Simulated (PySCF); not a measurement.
# (Cl2In-mu-SH)2: geometry, NMR shifts and electronic excitations

What NMR shifts and electronic excitations should (Cl2In-mu-SH)2 show?

The runs use PySCF 2.14.0, with density-fitted response routines of our own; the level of theory stands in each step. All values are computed, except where a source is named. Atoms are numbered from 0 throughout.

### 1 The molecule as given

10 atoms, charge 0, multiplicity 1; geometry from: GFN2-xTB. The atoms were then displaced at random by about 0.03 Å, so the start is not that level's minimum.

Bonds of the start (Å): In0–Cl1 2.26, In0–Cl2 2.21, In0–S3 2.66, In0–S7 2.57, S3–In4 2.71, S3–H8 1.42, In4–Cl5 2.32, In4–Cl6 2.24, In4–S7 2.60, S7–H9 1.29.

### 2 Geometry optimisation at PBE0-D3(BJ)/def2-SVP

Job settings and geometry (Å):

```
{"job": {"xc": "PBE0", "basis": "def2-SVP", "d3": "d3bj", "grid": 1, "maxiter": 40, "shake": 0.03, "kind": "geom"}, "charge": 0, "multiplicity": 1}
In     1.729490    -0.489950     0.140210
Cl     2.764580    -0.751120    -1.850060
Cl     2.441830    -0.577070     2.225260
S      0.563780     1.904900     0.055200
In    -1.676980     0.391390    -0.157540
Cl    -2.785450     0.742840     1.844630
Cl    -2.482170     0.569090    -2.245520
S     -0.417640    -1.882250    -0.088590
H      0.361170     1.931580     1.456670
H     -0.373950    -1.916170    -1.375850
```

On the command line:

```
> OMP_NUM_THREADS=1 python probes_run.py task.json out
```

The driver reads the jobs from task.json and runs them one after another.

The log of the run:

```text
step   0  E = -3017.27020252  max force = 0.043451
step   1  E = -3017.28698887  max force = 0.006647
step   2  E = -3017.28764604  max force = 0.002783
step   3  E = -3017.28802019  max force = 0.002296
step   4  E = -3017.28811515  max force = 0.001182
step   5  E = -3017.28817925  max force = 0.000795
step   6  E = -3017.28820372  max force = 0.000759
step   7  E = -3017.28822363  max force = 0.000842
step   8  E = -3017.28822748  max force = 0.000646
step   9  E = -3017.28822271  max force = 0.000266
step  10  E = -3017.28822128  max force = 0.000168
optimisation converged
```

Run time: 4.1 min. Hardware: 1 thread of Intel Xeon Platinum 8488C, shared host; peak memory 0.98 GiB.

Relaxation path:

| step | energy from step 0 (eV) | largest force component (eV/Å) |
| --- | --- | --- |
| 0 | 0.0000 | 2.2343 |
| 1 | -0.4568 | 0.3418 |
| 2 | -0.4747 | 0.1431 |
| 3 | -0.4848 | 0.1181 |
| 4 | -0.4874 | 0.0608 |
| 5 | -0.4892 | 0.0409 |
| 6 | -0.4898 | 0.0390 |
| 7 | -0.4904 | 0.0433 |
| 8 | -0.4905 | 0.0332 |
| 9 | -0.4904 | 0.0137 |
| 10 | -0.4903 | 0.0086 |

Distances of close pairs at the start and the end, largest changes first:

| bond | before (Å) | after (Å) | change (Å) |
| --- | --- | --- | --- |
| S3–In4 | 2.712 | 2.573 | -0.140 |
| In0–Cl2 | 2.205 | 2.330 | +0.125 |
| In0–S3 | 2.665 | 2.572 | -0.093 |
| In4–Cl6 | 2.245 | 2.330 | +0.085 |
| In0–Cl1 | 2.258 | 2.329 | +0.071 |
| S7–H9 | 1.288 | 1.356 | +0.067 |
| S3–H8 | 1.416 | 1.356 | -0.061 |
| In4–S7 | 2.600 | 2.572 | -0.028 |

The final coordinates are the input of the step that follows.

| at the end point | value |
| --- | --- |
| point group (found at 0.08 Å tolerance) | C2h |
| rotational constants (GHz, main isotopes) | 0.600, 0.248, 0.210 |
| dipole moment (D) | 0.01 |

### 3 Nuclear shieldings: PBE0/def2-TZVP+pcSseg-1

Job settings and geometry (Å):

```
{"job": {"kind": "nmr", "xc": "PBE0", "basis": {"default": "pcSseg-1", "In": "def2-TZVP"}}, "charge": 0, "multiplicity": 1}
In     1.711805    -0.343092     0.228519
Cl     2.957123    -0.727626    -1.702074
Cl     2.533933    -0.351190     2.408447
S      0.387712     1.842289    -0.062637
In    -1.686179     0.329046    -0.227471
Cl    -2.932486     0.712025     1.702871
Cl    -2.508021     0.334429    -2.407551
S     -0.363452    -1.857906     0.063559
H      0.238384     2.028141     1.271791
H     -0.214159    -2.042875    -1.271044
```

Level: GIAO PBE0/pcSseg-1 In:def2-TZVP NMR shielding, scalar relativity only through core potentials, gas phase.

The log of the run:

```text
coarse grid: 59016 points
cycle   1  E = -3015.6815564290  dE = -6.290e+01  |g| = 3.234e+00  |ddm| = 6.450e+01
cycle   2  E = -3011.4274998380  dE =  4.254e+00  |g| = 6.263e+00  |ddm| = 1.261e+01
cycle   3  E = -3017.9384606304  dE = -6.511e+00  |g| = 4.953e-01  |ddm| = 6.067e+00
cycle   4  E = -3017.9960794762  dE = -5.762e-02  |g| = 1.956e-01  |ddm| = 1.058e+00
cycle   5  E = -3018.0069374017  dE = -1.086e-02  |g| = 3.229e-02  |ddm| = 3.255e-01
cycle   6  E = -3018.0071322791  dE = -1.949e-04  |g| = 1.389e-02  |ddm| = 5.213e-02
cycle   7  E = -3018.0071811209  dE = -4.884e-05  |g| = 2.244e-03  |ddm| = 2.066e-02
cycle   8  E = -3018.0071824803  dE = -1.359e-06  |g| = 4.327e-04  |ddm| = 3.247e-03
final grid: 109312 points
cycle   9  E = -3018.0069315192  dE = -1.817e-07  |g| = 4.988e-04  |ddm| = 2.172e-03
cycle  10  E = -3018.0069314838  dE =  3.538e-08  |g| = 6.201e-04  |ddm| = 1.586e-03
cycle  11  E = -3018.0069315777  dE = -9.387e-08  |g| = 6.229e-05  |ddm| = 9.518e-04
cycle  12  E = -3018.0069315785  dE = -8.331e-10  |g| = 9.372e-06  |ddm| = 1.051e-04
converged SCF energy = -3018.0069315785

GIAO shielding tensors (ppm)
atom      isotropic    diamagn.    paramagn.     s11        s22        s33       span
  0 In         nan         nan         nan        nan        nan        nan        nan
  1 Cl     917.064    1148.247    -231.183    816.722    881.085   1053.385    236.664
  2 Cl     918.985    1148.214    -229.229    819.013    882.840   1055.100    236.087
  3 S      591.608    1057.388    -465.780    441.916    659.016    673.892    231.976
  4 In         nan         nan         nan        nan        nan        nan        nan
  5 Cl     917.275    1148.268    -230.992    817.140    881.244   1053.442    236.302
  6 Cl     919.099    1148.236    -229.137    818.873    883.392   1055.031    236.158
  7 S      590.805    1057.383    -466.578    440.547    658.541    673.326    232.779
  8 H       28.755      29.004      -0.249     23.365     25.658     37.243     13.877
  9 H       28.757      29.008      -0.251     23.379     25.663     37.230     13.852
```

Wall time 78 s (1 thread of Intel Xeon Platinum 8488C, shared host); peak memory 1.4 GiB.

The references, computed at this level on geometries of the same kind, shield at (ppm): ¹H TMS 31.27, ³³S CS2 496, ³⁵Cl HCl 943. Their shielding less the atom's gives the shift. The references are single molecules in the gas phase. Atoms listed in one row are averaged.

| atoms | environment | σ (ppm) | δ (ppm) |
| --- | --- | --- | --- |
| H8, H9 | hydrogen on a sulfur bonded to 2 In | 28.76 | 2.51 |
| Cl1, Cl2, Cl5, Cl6 | chlorine bonded to In | 918 | 25 |
| S3, S7 | sulfur bonded to 2 In, H | 591 | -96 |

Atoms past Kr carry core potentials, so their printed shieldings have no meaning and are left out of the table.

Charges from the same density, by scheme (e):

| atoms | Mulliken | ESP fit |
| --- | --- | --- |
| In0, In4 | 0.61 | 0.52 |
| Cl1, Cl2, Cl5, Cl6 | -0.32 | -0.25 |
| S3, S7 | -0.20 | -0.20 |

Mayer bond orders: In0–Cl1 1.01, In0–Cl2 1.01, In0–S3 0.67, In0–S7 0.67, S3–In4 0.67, In4–Cl5 1.01, In4–Cl6 1.01, In4–S7 0.67.

With diffuse functions Mulliken charges and Mayer bond orders lose their meaning; the other schemes are steadier.

The fields below are evaluated on a grid from the run's orbitals.

Frontier orbitals at PBE0/def2-TZVP+pcSseg-1, with the share of their density that lies nearest to each atom:

| orbital | energy (eV) | lies on |
| --- | --- | --- |
| HOMO | -9.18 | S3, S7 about 29 % each; 4 Cl atoms about 8 % each |
| LUMO | -2.77 | In0, In4 about 20 % each; S3, S7 about 11 % each; 4 Cl atoms about 8 % each |

ELF in a plane through or near 3 of the atoms.

Ten even steps from ' ' (0.00) to '@' (1.00):
```
                                                        
                                                        
                                                        
                        ..++++..                        
                      ==%%@@@@%%--                      
                      ++@@@@@@%%==                      
          ..        ..==##@@@@##==..                    
                  ..--**##====##**--..                  
                ....--##%%++==%%##::....                
              ........++%%%%%%##==........              
        ::----::........::====::........------::..      
    ..--++**####++::....        ....::++######**==::    
    --++%%%%==--####--            --####..--%%%%**==    
    --**%%****%%::%%++..        ..++%%++%%%%++%%**==..  
    ::==##%%==--%%%%**::        ..++%%%%++++%%##==::    
    ..::++##%%%%%%##==..        ..==**%%%%%%##++::..    
        ..--==++==--..            ..--======--..        
            ......                    ......            
                                                        
                                                        
```
The map spans 10.9 Å across and 9.6 Å up, centred on the molecule. Atoms in the plane (x, y in Å): Cl1 (-2.8, -1.8), Cl6 (2.8, -1.8), H8 (0.0, 2.2).

On the surface of density 0.002 e/bohr³ the electrostatic potential runs, from the 1st to the 99th percentile, from -0.43 V near Cl1 to 2.34 V near In4.

### 4 TDDFT and polarisability: PBE0/def2-SVPD

The job, as its differences from that of step 3:

```diff
@@ -1,2 +1,2 @@
-{"job": {"kind": "nmr", "xc": "PBE0", "basis": {"default": "pcSseg-1", "In": "def2-TZVP"}}, "charge": 0, "multiplicity": 1}
+{"job": {"kind": "uv", "xc": "PBE0", "basis": "def2-SVPD", "ip": true, "nstates": 10}, "charge": 0, "multiplicity": 1}
 In     1.711805    -0.343092     0.228519
```

With the program's defaults for keys left out, this is: TDDFT PBE0/def2-SVPD, vertical, gas phase, core orbitals frozen in the response.

The log of the run:

```text
coarse grid: 59016 points
cycle   1  E = -3014.2272827861  dE = -3.986e+01  |g| = 3.436e+00  |ddm| = 2.144e+01
cycle   2  E = -2935.4707059439  dE =  7.876e+01  |g| = 1.538e+01  |ddm| = 2.162e+02
cycle   3  E = -3017.0099403355  dE = -8.154e+01  |g| = 9.834e-01  |ddm| = 2.172e+02
cycle   4  E = -3017.2268506575  dE = -2.169e-01  |g| = 5.346e-01  |ddm| = 2.642e+00
cycle   5  E = -3017.3028379231  dE = -7.599e-02  |g| = 7.577e-02  |ddm| = 9.665e-01
cycle   6  E = -3017.3044311503  dE = -1.593e-03  |g| = 3.532e-02  |ddm| = 1.849e-01
cycle   7  E = -3017.3048381714  dE = -4.070e-04  |g| = 4.313e-03  |ddm| = 6.997e-02
cycle   8  E = -3017.3048432902  dE = -5.119e-06  |g| = 1.457e-03  |ddm| = 9.090e-03
final grid: 109312 points
cycle   9  E = -3017.3044627278  dE = -2.059e-07  |g| = 1.384e-03  |ddm| = 5.621e-03
cycle  10  E = -3017.3044627170  dE =  1.079e-08  |g| = 1.396e-03  |ddm| = 4.498e-03
cycle  11  E = -3017.3044633662  dE = -6.492e-07  |g| = 2.040e-04  |ddm| = 2.333e-03
cycle  12  E = -3017.3044633789  dE = -1.277e-08  |g| = 1.273e-05  |ddm| = 3.358e-04
cycle  13  E = -3017.3044633790  dE = -5.093e-11  |g| = 3.779e-06  |ddm| = 2.668e-05
converged SCF energy = -3017.3044633790

Static polarisability (au): isotropic 168.125, principal 144.420 170.862 189.092

Singlet excitations
state   eV       nm        f      main configurations
  1   5.1272    241.8   0.00001   H-1->L 0.72, H->L+1 0.25
  2   5.3076    233.6   0.00098   H-3->L 0.53, H-4->L+1 0.25, H->L+1 0.12
  3   5.3124    233.4   0.02520   H-4->L 0.49, H-3->L+1 0.29, H->L 0.14
  4   5.3268    232.8   0.00011   H-6->L 0.38, H-7->L+1 0.31, H-5->L 0.27
  5   5.3325    232.5   0.00984   H-7->L 0.58, H-5->L+1 0.17, H-6->L+1 0.17
  6   5.3495    231.8   0.20288   H-2->L 0.71, H-6->L+1 0.12
  7   5.3579    231.4   0.00033   H->L+1 0.60, H-1->L 0.17, H-3->L 0.10
  8   5.4185    228.8   0.00110   H-5->L 0.38, H-6->L 0.27, H-2->L+1 0.26
  9   5.4220    228.7   0.08076   H->L 0.75, H-4->L 0.11
 10   5.4718    226.6   0.04767   H-1->L+1 0.72, H-8->L 0.21

Triplet excitations (Tamm-Dancoff, eV): 4.7246 4.7860 4.8787 4.8991
Vertical ionisation energy (delta-SCF) = 10.6592 eV
Vertical electron affinity (delta-SCF) = 1.5250 eV
```

Run time: 5.9 min. Hardware: 1 thread of Intel Xeon Platinum 8488C, shared host; peak memory 1.4 GiB.

Frontier orbitals and where they lie:

| orbital | eV | atoms |
| --- | --- | --- |
| HOMO−3 | -9.39 | Cl5 28 %, Cl1 24 %, Cl6 24 % |
| HOMO−2 | -9.26 | Cl5 18 %, Cl1 18 %, Cl6 17 % |
| HOMO−1 | -9.20 | Cl1 18 %, Cl5 18 %, Cl2 17 % |
| HOMO | -9.18 | S7 30 %, S3 29 %, Cl5 8 % |
| LUMO | -2.86 | In0 17 %, In4 16 %, S3 13 % |
| LUMO+1 | -2.67 | S3 19 %, S7 19 %, In4 14 % |
| LUMO+2 | -1.07 | S3 20 %, S7 19 %, In0 18 % |

With each of the 10 states as a Gaussian band of 0.4 eV half-width at 1/e, the curve within the window shown has maxima at 231 nm (ε 15,000) L/(mol cm). Beyond the last state computed it falls off for lack of states. The curve at chosen wavelengths:

```csv
nm,ε (L/mol/cm)
215,5745
217,7281
220,9685
222,11210
224,12553
227,14032
229,14569
232,14642
234,14224
236,13487
239,11929
241,10700
243,9404
246,7477
248,6274
250,5176
253,3764
255,2988
257,2338
260,1579
262,1197
265,773
267,569
269,415
272,254
274,181
```

Leading natural transition orbitals of singlet state 6: the hole lies on 4 Cl atoms about 21 % each; S3, S7 about 6 % each; the particle on In0, In4 about 20 % each; S3, S7 about 10 % each; 4 Cl atoms about 9 % each.

Leading natural transition orbitals of singlet state 1: the hole lies on 4 Cl atoms about 18 % each; S3, S7 about 12 % each; the particle on In0, In4 about 20 % each; S3, S7 about 11 % each; 4 Cl atoms about 9 % each.

Further results of this job:

| property | computed |
| --- | --- |
| dipole moment (D) | 0.01 |
| polarisability (Å³) | 24.91 |
| HOMO–LUMO gap (eV) | 6.32 |
| −ε(HOMO) (eV) | 9.18 |

### 5 Nuclear shieldings: B3LYP/def2-TZVP+pcSseg-1

The job, as its differences from that of step 4:

```diff
@@ -1,2 +1,2 @@
-{"job": {"kind": "uv", "xc": "PBE0", "basis": "def2-SVPD", "ip": true, "nstates": 10}, "charge": 0, "multiplicity": 1}
+{"job": {"kind": "nmr", "xc": "B3LYP", "basis": {"default": "pcSseg-1", "In": "def2-TZVP"}, "pop": false}, "charge": 0, "multiplicity": 1}
 In     1.711805    -0.343092     0.228519
```

Level: GIAO B3LYP/pcSseg-1 In:def2-TZVP NMR shielding, scalar relativity only through core potentials, gas phase.

The log of the run:

```text
coarse grid: 59016 points
cycle   1  E = -3016.6455823679  dE = -6.263e+01  |g| = 3.329e+00  |ddm| = 6.423e+01
cycle   2  E = -2994.2100637361  dE =  2.244e+01  |g| = 1.078e+01  |ddm| = 1.942e+01
cycle   3  E = -3018.9694236751  dE = -2.476e+01  |g| = 7.431e-01  |ddm| = 1.571e+01
cycle   4  E = -3019.0685814312  dE = -9.916e-02  |g| = 4.292e-01  |ddm| = 1.528e+00
cycle   5  E = -3019.1137904566  dE = -4.521e-02  |g| = 8.436e-02  |ddm| = 6.560e-01
cycle   6  E = -3019.1152558980  dE = -1.465e-03  |g| = 3.622e-02  |ddm| = 1.405e-01
cycle   7  E = -3019.1156176877  dE = -3.618e-04  |g| = 5.469e-03  |ddm| = 6.163e-02
cycle   8  E = -3019.1156252547  dE = -7.567e-06  |g| = 1.500e-03  |ddm| = 8.657e-03
final grid: 109312 points
cycle   9  E = -3019.1153221083  dE = -3.722e-07  |g| = 1.395e-03  |ddm| = 4.774e-03
cycle  10  E = -3019.1153221089  dE = -6.603e-10  |g| = 1.356e-03  |ddm| = 3.130e-03
cycle  11  E = -3019.1153225346  dE = -4.257e-07  |g| = 1.837e-04  |ddm| = 1.699e-03
cycle  12  E = -3019.1153225430  dE = -8.401e-09  |g| = 1.710e-05  |ddm| = 2.493e-04
cycle  13  E = -3019.1153225431  dE = -6.912e-11  |g| = 6.518e-06  |ddm| = 3.485e-05
converged SCF energy = -3019.1153225431

GIAO shielding tensors (ppm)
atom      isotropic    diamagn.    paramagn.     s11        s22        s33       span
  0 In         nan         nan         nan        nan        nan        nan        nan
  1 Cl     886.635    1148.736    -262.101    771.692    840.540   1047.672    275.980
  2 Cl     888.397    1148.701    -260.304    773.826    842.018   1049.346    275.520
  3 S      551.728    1058.305    -506.577    389.829    628.171    637.184    247.355
  4 In         nan         nan         nan        nan        nan        nan        nan
  5 Cl     886.874    1148.758    -261.885    772.172    840.721   1047.728    275.556
  6 Cl     888.541    1148.724    -260.183    773.712    842.641   1049.271    275.559
  7 S      550.874    1058.297    -507.423    388.347    627.615    636.660    248.314
  8 H       28.998      29.775      -0.778     23.807     26.203     36.982     13.175
  9 H       28.999      29.776      -0.776     23.821     26.208     36.970     13.149
```

It took 75 s on 1 thread of Intel Xeon Platinum 8488C, shared host; peak memory 1.4 GiB.

Key values: δ Cl1 43, S3 -66, H8 2.38 ppm (means over like atoms).

### 6 Side by side: NMR shifts

Shifts (ppm), means over like atoms, with basis size and wall time:

| run | H8 | Cl1 | S3 | functions | time |
| --- | --- | --- | --- | --- | --- |
| PBE0/def2-TZVP+pcSseg-1 | 2.51 | 25 | -96 | 254 | 78 s |
| B3LYP/def2-TZVP+pcSseg-1 | 2.38 | 43 | -66 | 254 | 75 s |

### 7 Results

| quantity | value |
| --- | --- |
| point group | C2h |
| rotational constants (main isotopes) | 0.60, 0.25, 0.21 GHz |
| ¹H shifts against TMS (PBE0/def2-TZVP+pcSseg-1, means over atoms taken as alike) | 2.51 ppm |
| ³⁵Cl shifts against HCl (PBE0/def2-TZVP+pcSseg-1, means over atoms taken as alike) | 25 ppm |
| ³³S shifts against CS2 (PBE0/def2-TZVP+pcSseg-1, means over atoms taken as alike) | -96 ppm |
| surface potential, 1st and 99th percentile | -0.43 V and 2.34 V |
| lowest singlet (PBE0/def2-SVPD) | 5.13 eV (242 nm), f = 0.000 |
| brightest single state of those computed | state 6, 5.35 eV, f = 0.203 |
| lowest triplet | 4.72 eV |
| vertical ionisation energy (ΔSCF) | 10.66 eV |
| vertical electron affinity (ΔSCF) | 1.52 eV |
| range of the shift of S3 | -96 to -66 ppm |

What this shows: The start was shaken at random, so part of the energy gained undoes that. The optimisation took 10 steps and gained 0.490 eV; among the close pairs (by a distance rule), S3–In4 changed most, from 2.712 to 2.573 Å. No frequency check was run at this level, so the end point may be a saddle. At PBE0/def2-TZVP+pcSseg-1, counted by nearest atom on the grid, the HOMO lies on S3, S7 about 29 % each; 4 Cl atoms about 8 % each, the LUMO on In0, In4 about 20 % each; S3, S7 about 11 % each. The lowest singlet, at 5.13 eV, is HOMO−1→LUMO 0.72, HOMO→LUMO+1 0.25 and is dark; of the 10 states computed, the strongest absorption comes from states 3 to 6 together at 5.35 eV. The lowest triplet lies 0.40 eV below the lowest singlet (triplets in Tamm-Dancoff, singlets in full TDDFT). Spin-orbit coupling, left out, mixes singlets and triplets in elements this heavy. The orbital energy would give 9.18 eV for ionisation, ΔSCF gives 10.66 eV. In this run the hole sits in HOMO−1, not in the HOMO; unless the two are degenerate, this need not be the first ionisation. Across the 2 runs the shift of S3 (with its like atoms) moves most, between -96 (PBE0/def2-TZVP+pcSseg-1) and -66 ppm (B3LYP/def2-TZVP+pcSseg-1). Spin-orbit coupling is left out, which matters for shieldings and couplings at and beside the heavy atoms.
